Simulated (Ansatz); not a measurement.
This script for the Ansatz DFT code, driven from Python starts 3 runs on AlBH4SSi, SMILES [SiH3][B]1[AlH][S]1. What input does the engine get in each?

`methods.py`:
```python
"""AlBH4SSi at several levels of theory."""

import ansatz as az


def main() -> None:
    geometry = (
        az.Crystal.molecule()
        .atom("Si", [-0.3943, 1.2741, -0.5306])
        .atom("B", [0.6623, -0.0394, 0.2888])
        .atom("Al", [0.4457, -2.0508, 1.0724])
        .atom("S", [2.2464, -1.2092, 0.1459])
        .atom("H", [-1.0312, 0.7679, -1.7919])
        .atom("H", [-1.5144, 1.7254, 0.3843])
        .atom("H", [0.4079, 2.4949, -0.8634])
        .atom("H", [-0.7301, -3.02, 1.2388])
    )

    job = geometry.calculation().basis(gaussian="cc-pVDZ")

    methods = ["mp2", "ccsd", "ccsd_t"]
    reports = [job.correlation(m).run(threads=1, pin="off").report for m in methods]
    print(f"Hartree-Fock reference {reports[0]['reference_energy_ev'] / 27.211386246:.6f} Ha")
    best = reports[-1]["free_energy_ev"] - reports[-1]["reference_energy_ev"]
    for method, each in zip(methods, reports):
        gained = each["free_energy_ev"] - each["reference_energy_ev"]
        print(f"{method:8s} total {each['free_energy_ev'] / 27.211386246:.6f} Ha  correlation {gained:9.4f} eV  ({100 * gained / best:.1f} % of the last)")


if __name__ == "__main__":
    main()
```

Run 1:
```yaml
crystal:
  periodic: [false, false, false]
  atoms:
    - { symbol: Si, position_ang: [-0.3943, 1.2741, -0.5306] }
    - { symbol: B, position_ang: [0.6623, -0.0394, 0.2888] }
    - { symbol: Al, position_ang: [0.4457, -2.0508, 1.0724] }
    - { symbol: S, position_ang: [2.2464, -1.2092, 0.1459] }
    - { symbol: H, position_ang: [-1.0312, 0.7679, -1.7919] }
    - { symbol: H, position_ang: [-1.5144, 1.7254, 0.3843] }
    - { symbol: H, position_ang: [0.4079, 2.4949, -0.8634] }
    - { symbol: H, position_ang: [-0.7301, -3.02, 1.2388] }
basis:
  gaussian:
    orbitals: cc-pVDZ
correlation:
  method: mp2
```

Run 2, against run 1:
```diff
-  method: mp2
+  method: ccsd
```

Run 3, against run 1:
```diff
-  method: mp2
+  method: ccsd_t
```

```console
$ python methods.py
Hartree-Fock reference -955.347407 Ha
mp2      total -955.719445 Ha  correlation  -10.1237 eV  (83.7 % of the last)
ccsd     total -955.774718 Ha  correlation  -11.6277 eV  (96.2 % of the last)
ccsd_t   total -955.791727 Ha  correlation  -12.0906 eV  (100.0 % of the last)
```

What to keep in mind:
- Total energies depend on the basis set; only differences at equal settings carry meaning.
- The geometry is a force-field or estimated start, not a minimum of this method, and the basis set is short of its limit. A lower total doesn't mark the better method: functionals have no common bound, and MP2 and coupled cluster aren't variational.
- Inner cores stay frozen, so this is valence correlation.
- For Al to Cl the sets with a tight d function, cc-pV(X+d)Z, are usual.
- Wall time of the script: 13 s on 1 thread of Arm Neoverse V1 (shared host), peak memory 0.29 GiB.

(Lines on the test bed's own set-up are left out of the output.)
